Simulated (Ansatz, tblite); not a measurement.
# GaH2(SiH3) (GaSiH₅): which spin state is lowest

Aim: set other spin states of GaH2(SiH3) (GaSiH₅) against its singlet, on many levels of theory.

Program: Ansatz 0.2.0, Gaussian basis. Level of theory: as each input shows. These are calculated values, not measurements.

The runs, in order: triplet, at the geometry of the singlet (GFN1-xTB, PBE0-D4/def2-TZVP, PBE-D4/def2-TZVP, r2SCAN-D4/def2-TZVP); the singlet's energies come from earlier runs.

### Step 1. The relaxed structure

The geometry is that of the singlet, from an earlier relaxation (B3LYP-D4/def2-TZVP).

7 atoms, charge 0, spin multiplicity 1.

Bond lengths: Ga1–H2 1.575 Å, Ga1–H3 1.575 Å, Ga1–Si4 2.425 Å, Si4–H5 1.485 Å, Si4–H6 1.485 Å, Si4–H7 1.487 Å. Angles: H2–Ga1–H3 117.8°, H2–Ga1–Si4 121.0°, H3–Ga1–Si4 121.2°, Ga1–Si4–H5 112.0°, Ga1–Si4–H6 111.9°, Ga1–Si4–H7 109.4°, H5–Si4–H6 108.1°, H5–Si4–H7 107.6°, H6–Si4–H7 107.6°.

### Step 2. Triplet at the fixed geometry, GFN1-xTB

Tight binding, by tblite at 300 K electronic temperature and without a spin-polarisation term:

```python
tblite.interface.Calculator('GFN1-xTB', numbers, positions, charge=0, uhf=2).singlepoint()
```

Energy -155.2548 eV; 0.003 s.

### Step 3. Triplet at the fixed geometry, PBE0-D4/def2-TZVP

The input, in.yaml:

```yaml
crystal:
  periodic: [false, false, false]
  atoms:
    - {symbol: Ga, position_ang: [0.687711, 1.199167, 0.007787]}
    - {symbol: H, position_ang: [2.262274, 1.229631, 0.039703]}
    - {symbol: H, position_ang: [-0.073810, 2.577176, -0.036136]}
    - {symbol: Si, position_ang: [-0.520254, -0.903098, 0.011171]}
    - {symbol: H, position_ang: [-1.856812, -0.776158, 0.645108]}
    - {symbol: H, position_ang: [0.228709, -1.969855, 0.722297]}
    - {symbol: H, position_ang: [-0.727828, -1.356873, -1.389920]}
basis:
  gaussian: {orbitals: def2-TZVP}
magnetization: {spin_polarized: true, initial_magnetization: 2}
hamiltonian: {xc: pbe0, dispersion: d4}
scf: {omitted_lower_state_checks: [starts]}
output: {orbitals: {seedname: orbitals}}
```

Started as:

```console
ansatz run in.yaml --threads 2 --pin off --events-out ev --progress --plain --max-ram 32768MiB --backend cpu
```

The log of the run:

```text
Functional definition: PBE0
  name "PBE0"
  cite "Adamo & Barone, J. Chem. Phys. 110, 6158 (1999) doi:10.1063/1.478522"
  cite "Perdew, Burke & Ernzerhof, Phys. Rev. Lett. 77, 3865 (1996) doi:10.1103/PhysRevLett.77.3865"
  parent pbe
  parameter a = 0.25
  parameter kappa = 0.804
  parameter beta = 0.06672455060314922
  exchange = (1 - a)*pbe_x(kappa = kappa, mu = beta*pi^2/3) + a*exact_x
  correlation = pbe_c(beta = beta)
these checks for a lower state are left out or cut short: starts
901 factors; their error is unknown
mean field evaluation 1: about -60321.7917 eV, gradient 1.6e1 eV
mean field evaluation 2: about -60321.8554 eV, gradient 1.9e1 eV
mean field evaluation 4: about -60322.4898 eV, gradient 4.6e-1 eV
mean field evaluation 8: about -60322.7115 eV, gradient 1.2e-1 eV
mean field evaluation 16: about -60322.7116 eV, gradient 3.9e-5 eV
mean field -60322.71161004 eV, -2216.8187634664 hartree, gradient 3.9e-5 eV, S^2 2.003769; 0 other end points of the search recorded, 0 dependent functions left out
reference -60322.71164473 eV, -2216.8187647415 hartree; 26, 24 occupied and 89, 91 virtual orbitals, 901 factors
Total energy: -60322.80906195 eV, -2216.8223447580 hartree
Checks for a lower state left out: starts
```

It took 2.2 s on 2 threads of AMD EPYC 7R13, shared host.

From the report: HOMO -4.28 eV, LUMO -5.83 eV (over both spins; with the spin held, an empty level of the minority spin lies below the top filled one); ⟨S²⟩ 2.004 (pure: 2.00).

### Step 4. Triplet at the fixed geometry, PBE-D4/def2-TZVP

start.molden holds the orbitals of an earlier run on this state, given as this run's starting guess.

Edit in.yaml of step 3 so:

```diff
@@ -11,5 +11,5 @@
 basis:
-  gaussian: {orbitals: def2-TZVP}
+  gaussian: {orbitals: def2-TZVP, initial_orbitals: start.molden}
 magnetization: {spin_polarized: true, initial_magnetization: 2}
-hamiltonian: {xc: pbe0, dispersion: d4}
+hamiltonian: {xc: pbe, dispersion: d4}
 scf: {omitted_lower_state_checks: [starts]}
```

The command is unchanged.

The log of the run:

```text
Functional definition: PBE
  name "PBE"
  cite "Perdew, Burke & Ernzerhof, Phys. Rev. Lett. 77, 3865 (1996) doi:10.1103/PhysRevLett.77.3865"
  parent pbe
  parameter kappa = 0.804
  parameter beta = 0.06672455060314922
  exchange = pbe_x(kappa = kappa, mu = beta*pi^2/3)
  correlation = pbe_c(beta = beta)
these checks for a lower state are left out or cut short: starts
840 factors; their error is unknown
mean field evaluation 1: about -60320.7416 eV, gradient 7.0e0 eV
mean field evaluation 2: about -60320.8380 eV, gradient 1.4e-1 eV
mean field evaluation 4: about -60320.8192 eV, gradient 8.2e-4 eV
mean field -60320.81920583 eV, -2216.7492188946 hartree, gradient 1.5e-5 eV, S^2 2.002982; 0 other end points of the search recorded, 0 dependent functions left out
reference -60320.81925181 eV, -2216.7492205842 hartree; 26, 24 occupied and 89, 91 virtual orbitals, 840 factors
Total energy: -60320.93416985 eV, -2216.7534437441 hartree
Checks for a lower state left out: starts
```

Run time: 1.6 s. Hardware: 2 threads of AMD EPYC 7R13, shared host.

From the report: HOMO -3.46 eV, LUMO -6.61 eV (over both spins; with the spin held, an empty level of the minority spin lies below the top filled one); ⟨S²⟩ 2.003 (pure: 2.00).

### Step 5. Triplet at the fixed geometry, r2SCAN-D4/def2-TZVP

Edit in.yaml of step 4 so:

```diff
@@ -13,3 +13,3 @@
 magnetization: {spin_polarized: true, initial_magnetization: 2}
-hamiltonian: {xc: pbe, dispersion: d4}
+hamiltonian: {xc: r2scan, dispersion: d4}
 scf: {omitted_lower_state_checks: [starts]}
```

Same command.

The log of the run:

```text
Functional definition: r2SCAN
  name "r2SCAN"
  cite "Furness, Kaplan, Ning, Perdew & Sun, J. Phys. Chem. Lett. 11, 8208 (2020) doi:10.1021/acs.jpclett.0c02405"
  cite "Furness, Kaplan, Ning, Perdew & Sun, J. Phys. Chem. Lett. 11, 9248 (2020) doi:10.1021/acs.jpclett.0c03077"
  parent r2scan
  parameter k0 = 0.174
  parameter k1 = 0.065
  parameter a1 = 4.9479
  exchange = r2scan_x(k0 = k0, k1 = k1, a1 = a1)
  correlation = r2scan_c
these checks for a lower state are left out or cut short: starts
840 factors; their error is unknown
mean field evaluation 1: about -60332.1098 eV, gradient 4.8e0 eV
mean field evaluation 2: about -60332.1464 eV, gradient 5.9e-2 eV
mean field evaluation 4: about -60332.1245 eV, gradient 1.1e-4 eV
mean field -60332.12445093 eV, -2217.1646789891 hartree, gradient 1.6e-5 eV, S^2 2.006462; 0 other end points of the search recorded, 0 dependent functions left out
reference -60332.12446814 eV, -2217.1646796216 hartree; 26, 24 occupied and 89, 91 virtual orbitals, 840 factors
Total energy: -60332.15042446 eV, -2217.1656334986 hartree
Checks for a lower state left out: starts
```

Run time: 3.2 s. Hardware: 2 threads of AMD EPYC 7R13, shared host.

Report: HOMO -3.77 eV, LUMO -6.41 eV (over both spins; with the spin held, an empty level of the minority spin lies below the top filled one); ⟨S²⟩ 2.006 (pure: 2.00).

### Step 6. Triplet less singlet, vertical

The singlet's energies are those of its earlier runs, whose logs aren't repeated here.

```tsv
level	triplet less singlet, vertical (eV)	time
GFN1-xTB	+3.958	0.006 s
PBE-D4/def2-TZVP	+3.383	2.6 s
r2SCAN-D4/def2-TZVP	+3.340	4.8 s
PBE0-D4/def2-TZVP	+3.527	3.4 s
```

Times add the two runs; a level without a time comes out of a correlated run. Tight binding without a spin term can't rank spin states.

### Step 7. Outcome

```
                                                quantity                                      value
triplet less singlet, vertical, functionals in def2-TZVP  +3.340 (r2SCAN-D4) to +3.527 eV (PBE0-D4)
```

All functionals put the triplet above the singlet, over a spread of 0.188 eV. The checks for a lower triplet were left out, so another state of that spin may lie lower. These are electronic energies, without zero-point motion, entropy or surroundings.
